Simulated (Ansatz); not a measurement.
# I: pressure up to the limit of the methods

How does I (sc type) answer strong compression? The runs shown use PAW. Its runs: cell relaxed at zero pressure (PAW); volume scaled by 1 (PAW); volume scaled by 0.88 (PAW); volume scaled by 0.78 (PAW); volume scaled by 0.68 (PAW); volume scaled by 0.58 (PAW); volume scaled by 0.5 (PAW); volume scaled by 0.43 (PAW and PAW (level accurate)).

Method: DFT LDA, with the methods named in each step, in Ansatz 0.2.0.

1 further run of the same task is left out (it didn't finish). Runs told in other sessions of the task aren't counted.

## (1) The starting structure

Symmetry: Pm-3m, No. 221, cubic system. The conventional cell has a = 3.324 Å, b = 3.324 Å, c = 3.324 Å, α = 90.00°, β = 90.00°, γ = 90.00°. Around I (site symmetry m-3m) lie 6 I at 3.32 Å.

Coordinates:

```cif
data_structure
_symmetry_space_group_name_H-M 'Pm-3m'
_symmetry_Int_Tables_number 221
_cell_length_a 3.3238
_cell_length_b 3.3238
_cell_length_c 3.3238
_cell_angle_alpha 90.000
_cell_angle_beta 90.000
_cell_angle_gamma 90.000
_cell_volume 36.72
loop_
_atom_site_label
_atom_site_type_symbol
_atom_site_symmetry_multiplicity
_atom_site_Wyckoff_symbol
_atom_site_fract_x
_atom_site_fract_y
_atom_site_fract_z
_atom_site_occupancy
I1 I 1 a 0.00000 0.00000 0.00000 1
```

The file gives the conventional cell by its symmetry; the runs use the cell typed in the input.

Whether this phase is the stable one at these pressures isn't tested.

## (2) Cell relaxed at zero pressure, PAW

input.yaml

```yaml
crystal:
  lattice:
    - [3.323794954, 0.0, 0.0]
    - [0.0, 3.323794954, 0.0]
    - [0.0, 0.0, 3.323794954]
  atoms:
    - { symbol: I, position: [0.0, 0.0, 0.0] }
kpoints:
  mp_grid: { grid: [13, 13, 13] }
scf:
  occupations: { method: fermi_dirac, width: 0.05 }
hamiltonian:
  xc: lda
  pseudopotentials: { kind: paw }
output:
  forces: true
  stress: true
  write_density: true
  write_potential: true
  elf: true
  volumetric_format: npy
relax:
  f_tol: 0.005
  max_steps: 40
  cell: {}
```

Command:

```
$ ansatz run input.yaml --threads 1 --pin off --max-ram 2048MiB --backend cpu --events-out ev --progress --plain --runs-dir out
```

After this run come: Volume scaled by 1, PAW; Volume scaled by 0.88, PAW; Volume scaled by 0.78, PAW; Volume scaled by 0.68, PAW; Volume scaled by 0.58, PAW; Volume scaled by 0.5, PAW; Volume scaled by 0.43, PAW; Volume scaled by 0.43, PAW (level accurate).

Q: Predict the outcome of this session. Wanted: PAW pressure at 0.43 of the volume; PAW; fitted bulk modulus at zero pressure.

**Answer**, as computed:

| quantity | value |
| --- | --- |
| PAW pressure at 0.43 of the volume | 172.4 GPa |
| PAW (level accurate) pressure at 0.43 of the volume | 172.5 GPa |
| fitted bulk modulus at zero pressure (PAW) | 44 GPa |
| its pressure derivative | 3.78 |

**Reading.** By PAW the pressure climbs to 172 GPa at 0.43 of the first volume. A third-order Birch-Murnaghan curve fits the range only roughly (B₀ = 44 GPa, B′ = 3.78, misfit at most 0.95 GPa). A fit over so wide a range leans to the high pressures, so B₀ can be off by several per cent. No all-electron run checks these rows here, and frozen cores can fail under such compression. The ions are at rest, and the electrons smeared by 0.05 eV. Spin-orbit coupling is left out, though the cell holds I; in elements this heavy it can shift bands and gaps by tenths of an eV.
